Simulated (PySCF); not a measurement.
# Ga3H9O3 ((H2Ga-mu-OH)3): the cost of one run

Programs: PySCF 2.14.0, with density-fitted response routines of our own. Each step states its level of theory. These are calculated values for one molecule in the gas phase, unless marked as measured. Atoms are numbered from 0 throughout.

## Step 1: The starting structure

15 atoms, charge 0, multiplicity 1; geometry from: GFN2-xTB. The atoms were then displaced at random by about 0.03 Å, so the start is not that level's minimum.

Bonds of the start (Å): Ga0–H1 1.61, Ga0–H2 1.47, Ga0–O3 1.99, Ga0–O11 1.92, O3–Ga4 1.88, O3–H12 1.10, Ga4–H5 1.59, Ga4–H6 1.53, Ga4–O7 1.99, O7–Ga8 1.89, O7–H13 0.92, Ga8–H9 1.53, Ga8–H10 1.53, Ga8–O11 1.97, O11–H14 0.96.

## Step 2: Optimising the geometry at PBE0-D3(BJ)/def2-SVP

Job settings and geometry (Å):

```
{"job": {"xc": "PBE0", "basis": "def2-SVP", "d3": "d3bj", "grid": 1, "maxiter": 40, "shake": 0.03, "kind": "geom"}, "charge": 0, "multiplicity": 1}
Ga    -1.063240    -1.226660    -1.177420
H     -1.672200    -0.923720    -2.631600
H     -1.393820    -2.372550    -0.315580
O     -1.573080     0.443270    -0.216840
Ga    -0.902240     0.963150     1.458830
H     -1.314040     2.484800     1.625260
H     -1.052340    -0.161800     2.491940
O      1.030840     1.064450     0.978040
Ga     1.926500    -0.440580     0.267060
H      1.817490    -1.646470     1.200470
H      3.177790     0.165040    -0.382800
O      0.804070    -0.812220    -1.303290
H     -2.295790     1.114320    -0.704210
H      1.347970     1.924670     0.950630
H      1.129320    -0.651800    -2.196480
```

On the command line:

```bash
$ OMP_NUM_THREADS=1 python probes_run.py task.json out
```

This one command runs all jobs of the session in turn.

Q: Estimate the wall time and peak memory of this first job on 1 thread of Intel Xeon at 2.50GHz, shared host.

About 11 min, with a peak of 1 GiB.
